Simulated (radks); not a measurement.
# Fractional charge and spin in the 5d shell of mercury

The task here is to estimate one member of a computed series from the others.

Method: scalar-relativistic Kohn-Sham, SCAN, spin-polarised, spherical densities, finite nucleus. Code: radks (a radial shooting solver on a logarithmic mesh, Libxc functionals) version 1.

### The atom as given

```
element            : mercury (Z = 80)
configuration      : [Xe] 4f14 5d(up 5, down 5)
nuclear rms radius : 5.4648 fm
```

A shell typed twice in an input gives spin up, then spin down.

Set-up of the first run:

The run's settings:

```text
Z 80
configuration [Xe] 4f14 5d5 5d5
relativity scalar-relativistic
functional scan,scan
spin polarised
nucleus finite rms 5.4648 fm
c 137.035999084
```

Steps of the session up to this table: 5d: up 5, down 5.

One of the session's tables, all rows but one given; the rest of the session is left out.

It belongs to the step «5d: up 5, down 5». From the orbitals of this run (lengths in bohr):

| level | <r> | outermost maximum (interpolated) | 90 % within | nodes |
| --- | --- | --- | --- | --- |
| 3d | 0.1651 | 0.136 | 0.256 | 0 |
| 4s | 0.3991 | 0.376 | 0.571 | 3 |
| 4p | ? | ? | ? | ? |
| 4d | 0.4488 | 0.403 | 0.669 | 1 |
| 5s | 0.9050 | 0.827 | 1.29 | 4 |
| 4f | 0.4826 | 0.367 | 0.772 | 0 |
| 5p | 1.040 | 0.931 | 1.51 | 3 |
| 5d | 1.434 | 1.15 | 2.20 | 2 |

Estimate the missing values for 4p.

**Answer.** <r>: 0.4250; outermost maximum (interpolated): 0.396; 90 % within: 0.616; nodes: 2. In the column «<r>» it lies between 4s (0.3991) and 4d (0.4488).
